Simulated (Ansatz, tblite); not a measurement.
# The cluster Mg₄H₆O₇: rung by rung

Aim: run the singlet of the cluster Mg₄H₆O₇ at one geometry on many levels, and compare frontier levels, spin and run time.

Program: Ansatz 0.2.0, Gaussian basis. Level of theory: as each input shows. These are calculated values, not measurements.

The runs, in order: GFN1-xTB, GFN2-xTB, PBE-D4/def2-TZVP, r2SCAN-D4/def2-TZVP, LC-ωPBE/def2-TZVP, BLYP-D4/def2-TZVP, PBE-D4/def2-SVP, PBE0-D4/def2-SVP, MP2/def2-SVP.

2 further runs of the same task are left out: 2 set aside as unsound or not needed.

### Step 1. The relaxed structure

The singlet was relaxed beforehand with PBE0-D4/def2-SVP. At that level it is the lowest of the isomers that a small search found.

17 atoms, charge 0, spin multiplicity 1.

Bond lengths: Mg1–O5 2.042 Å, Mg1–O6 2.041 Å, Mg1–O7 1.882 Å, Mg1–O10 1.888 Å, Mg2–O8 1.941 Å, Mg2–O11 1.940 Å, Mg2–H15 1.712 Å, Mg3–O5 2.089 Å, Mg3–O6 2.091 Å, Mg3–O7 2.045 Å, Mg3–O8 1.967 Å, Mg3–O11 1.966 Å, Mg4–O5 2.057 Å, Mg4–O6 2.056 Å, Mg4–O9 1.806 Å, Mg4–O10 2.023 Å, O7–H16 0.956 Å and more. Angles: O5–Mg1–O6 44.2°, O5–Mg1–O7 90.5°, O5–Mg1–O10 89.8°, O6–Mg1–O7 90.5°, O6–Mg1–O10 89.8°, O7–Mg1–O10 179.7°, O8–Mg2–O11 82.8°, O8–Mg2–H15 138.5°, O11–Mg2–H15 138.6°, O5–Mg3–O6 43.1°, O5–Mg3–O7 84.9°, O5–Mg3–O8 111.5°, O5–Mg3–O11 146.6°, O6–Mg3–O7 84.8°, O6–Mg3–O8 147.8°, O6–Mg3–O11 110.8°, O7–Mg3–O8 116.6°, O7–Mg3–O11 117.7° and more.

Geometry (Å):

| atom | x (Å) | y (Å) | z (Å) |
| --- | --- | --- | --- |
| Mg1 | 2.1116 | 0.4657 | -0.2892 |
| Mg2 | -2.5012 | -1.1907 | 2.6696 |
| Mg3 | -0.2872 | -0.3106 | 0.9389 |
| Mg4 | 0.6260 | 0.8325 | -2.6138 |
| O5 | 0.1697 | 1.0079 | -0.6155 |
| O6 | 0.4391 | -0.4500 | -1.0172 |
| O7 | 1.6799 | -0.0957 | 1.4545 |
| O8 | -1.6115 | 0.4606 | 2.1720 |
| O9 | 0.0394 | 1.1818 | -4.2858 |
| O10 | 2.5541 | 1.0303 | -2.0360 |
| O11 | -1.1934 | -1.9732 | 1.4685 |
| H12 | -1.7819 | 1.3799 | 2.3769 |
| H13 | 3.2861 | 1.3160 | -2.5819 |
| H14 | -1.0549 | -2.8632 | 1.1447 |
| H15 | -3.7760 | -1.7043 | 3.6910 |
| H16 | 2.0717 | -0.2532 | 2.3121 |
| H17 | -0.7715 | 1.1662 | -4.7886 |

PBE0-D4/def2-TZVP was run before; its log isn't repeated, and its numbers join the tables.

### Step 2. GFN1-xTB

Tight binding, by tblite at 300 K electronic temperature and without a spin-polarisation term:

```python
tblite.interface.Calculator('GFN1-xTB', numbers, positions, charge=0, uhf=0).singlepoint()
```

Energy -1061.9321 eV, HOMO -10.94 eV, LUMO -8.84 eV; 0.019 s.

### Step 3. GFN2-xTB

Tight binding, by tblite at 300 K electronic temperature and without a spin-polarisation term:

```python
tblite.interface.Calculator('GFN2-xTB', numbers, positions, charge=0, uhf=0).singlepoint()
```

Energy -925.4032 eV, HOMO -11.00 eV, LUMO -9.64 eV; 0.044 s.

### Step 4. PBE-D4/def2-TZVP

start.molden holds the orbitals of an earlier run on this state, given as this run's starting guess.

Contents of in.yaml:

```yaml
crystal:
  periodic: [false, false, false]
  atoms:
    - {symbol: Mg, position_ang: [2.111554, 0.465675, -0.289180]}
    - {symbol: Mg, position_ang: [-2.501188, -1.190728, 2.669595]}
    - {symbol: Mg, position_ang: [-0.287170, -0.310556, 0.938903]}
    - {symbol: Mg, position_ang: [0.626045, 0.832481, -2.613842]}
    - {symbol: O, position_ang: [0.169698, 1.007948, -0.615520]}
    - {symbol: O, position_ang: [0.439076, -0.450026, -1.017231]}
    - {symbol: O, position_ang: [1.679942, -0.095717, 1.454466]}
    - {symbol: O, position_ang: [-1.611511, 0.460595, 2.171985]}
    - {symbol: O, position_ang: [0.039429, 1.181799, -4.285803]}
    - {symbol: O, position_ang: [2.554136, 1.030259, -2.036035]}
    - {symbol: O, position_ang: [-1.193403, -1.973158, 1.468523]}
    - {symbol: H, position_ang: [-1.781921, 1.379894, 2.376869]}
    - {symbol: H, position_ang: [3.286066, 1.316044, -2.581897]}
    - {symbol: H, position_ang: [-1.054941, -2.863151, 1.144664]}
    - {symbol: H, position_ang: [-3.775999, -1.704345, 3.690971]}
    - {symbol: H, position_ang: [2.071651, -0.253172, 2.312125]}
    - {symbol: H, position_ang: [-0.771456, 1.166166, -4.788595]}
basis:
  gaussian: {orbitals: def2-TZVP, initial_orbitals: start.molden}
hamiltonian: {xc: pbe, dispersion: d4}
scf: {omitted_lower_state_checks: [starts]}
output: {orbitals: {seedname: orbitals}}
```

Run with:

```bash
$ ansatz run in.yaml --threads 6 --pin off --events-out ev --progress --plain --max-ram 7833MiB
```

Further steps of the session: r2SCAN-D4/def2-TZVP; LC-ωPBE/def2-TZVP; BLYP-D4/def2-TZVP; PBE-D4/def2-SVP; PBE0-D4/def2-SVP; MP2/def2-SVP.

Q: Predict the results of all the runs planned. Wanted: gap in def2-TZVP, named functionals, smallest and largest; correlation energy, MP2/def2-SVP; binding an atom, functionals in def2-TZVP; PBE0 total energy, smallest basis above largest.

As calculated:

| quantity | value |
| --- | --- |
| gap in def2-TZVP, named functionals, smallest and largest | 3.22 eV (BLYP-D4), 10.03 eV (LC-ωPBE) |
| correlation energy, MP2/def2-SVP | -41.00 eV |
| binding an atom, functionals in def2-TZVP | 3.55 (PBE0-D4) to 3.68 eV (r2SCAN-D4) |
| PBE0 total energy, smallest basis above largest | 24.75 eV (def2-SVP, def2-TZVP) |

What this shows: Orbital gaps of the named functionals in def2-TZVP span 3.22 eV (BLYP-D4) to 10.03 eV (LC-ωPBE); exact exchange widens it.
